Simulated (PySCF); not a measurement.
**ReOF5: other functionals and bases at one geometry**

An exercise on one series of results from a longer session: the logs are not shown, and one member is left open.

The runs use PySCF 2.14.0; several levels, as the steps say, no spin–orbit coupling.

5 further runs of the same task are left out: 2 for a known fault of the program, 1 that didn't finish, 2 set aside as unsound or not needed.

### The system as given

7 atoms, charge 0, spin multiplicity 1.

Bond lengths: Re1–O2 1.693 Å, Re1–F3 1.842 Å, Re1–F4 1.842 Å, Re1–F5 1.842 Å, Re1–F6 1.893 Å, Re1–F7 1.842 Å. Angles: O2–Re1–F3 94.6°, O2–Re1–F4 94.1°, O2–Re1–F5 94.3°, O2–Re1–F6 179.7°, O2–Re1–F7 94.4°, F3–Re1–F4 89.7°, F3–Re1–F5 89.6°, F3–Re1–F6 85.6°, F3–Re1–F7 171.1°, F4–Re1–F5 171.7°, F4–Re1–F6 85.7°, F4–Re1–F7 89.8°, F5–Re1–F6 86.0°, F5–Re1–F7 89.5°, F6–Re1–F7 85.5°.

As a file:

```xyz
7
charge 0, multiplicity 1
Re    0.06300   -0.04096    0.04123
O     1.24962   -0.71819    1.04097
F    -0.05490    1.52941    0.99684
F    -1.33900   -0.73040    1.01782
F     1.27662    0.75520   -1.09284
F    -1.26944    0.70826   -1.07582
F    -0.01518   -1.49483   -1.08779
```

Formal oxidation states: Re +7. An earlier session relaxed this geometry at r2SCAN, Re def2-SVP with ECP60, O def2-SVP, F def2-SVP (singlet, point group C4v).

At r2SCAN on the finer grid: E = -652.252285 Eh, HOMO -10.63 eV, LUMO -7.09 eV, Mulliken charge on Re1 +1.69 e, largest force component 0.047 eV/Å. 

Levels to run: PBE0; B3LYP; BP86; HF; r2SCAN, TZVP; r2SCAN, x2c-SVP. Hardware: 2 threads of Arm Neoverse V1, shared host.

Set-up of the first run:

Input file run.py (the lines that set the calculation):

```python
mol = gto.M(atom='''
Re     0.06300    -0.04096     0.04123
O      1.24962    -0.71819     1.04097
F     -0.05490     1.52941     0.99684
F     -1.33900    -0.73040     1.01782
F      1.27662     0.75520    -1.09284
F     -1.26944     0.70826    -1.07582
F     -0.01518    -1.49483    -1.08779''',
    basis={'Re': 'def2-SVP', 'O': 'def2-SVP', 'F': 'def2-SVP'},
    ecp={'Re': 'def2-SVP'},
    charge=0, spin=0)
mf = dft.RKS(mol, xc='PBE0')
mf.grids.atom_grid = (75, 302)
mf = mf.density_fit()  # fitting sets: Re def2-universal-JKFIT, O def2-universal-JKFIT, F def2-universal-JKFIT
mf.conv_tol = 1e-08; mf.max_cycle = 55
mf.kernel(dm0)  # dm0: the density of the relaxed state
```

On the command line:

```sh
> OMP_NUM_THREADS=2 python run.py
```

Among the steps run: PBE0; B3LYP; BP86; HF; r2SCAN, TZVP; r2SCAN, x2c-SVP.

One of the session's tables, all rows but one given; the rest of the session is left out.

```
                level  HOMO (eV)  gap (eV)  charge on Re1 (e)  dipole (D)  largest force component (eV/Å)
r2SCAN (relaxed here)     -10.63      3.54               1.69        1.14                            0.05
                 PBE0     -12.17      5.67               1.73        1.32                            0.81
                B3LYP     -11.77      5.15               1.66        1.26                            0.18
                 BP86     -10.11      3.23               1.45        0.98                            0.70
                   HF          ?         ?                  ?           ?                               ?
         r2SCAN, TZVP     -10.63      3.66               1.71        1.17                            0.19
      r2SCAN, x2c-SVP     -10.75      3.27               1.39        1.17                            0.83
```

Estimate the missing values for HF.

The run gave: HOMO (eV): -17.22; gap (eV): 13.39; charge on Re1 (e): 2.54; dipole (D): 2.04; largest force component (eV/Å): 3.66. In the column «HOMO (eV)» it is the lowest.

In one basis the HOMO–LUMO gap runs from 3.23 eV (BP86) to 13.39 eV (HF). The largest leftover force, 3.66 eV/Å with HF, stands at a geometry relaxed at another level. Total energies of different levels can't be compared.
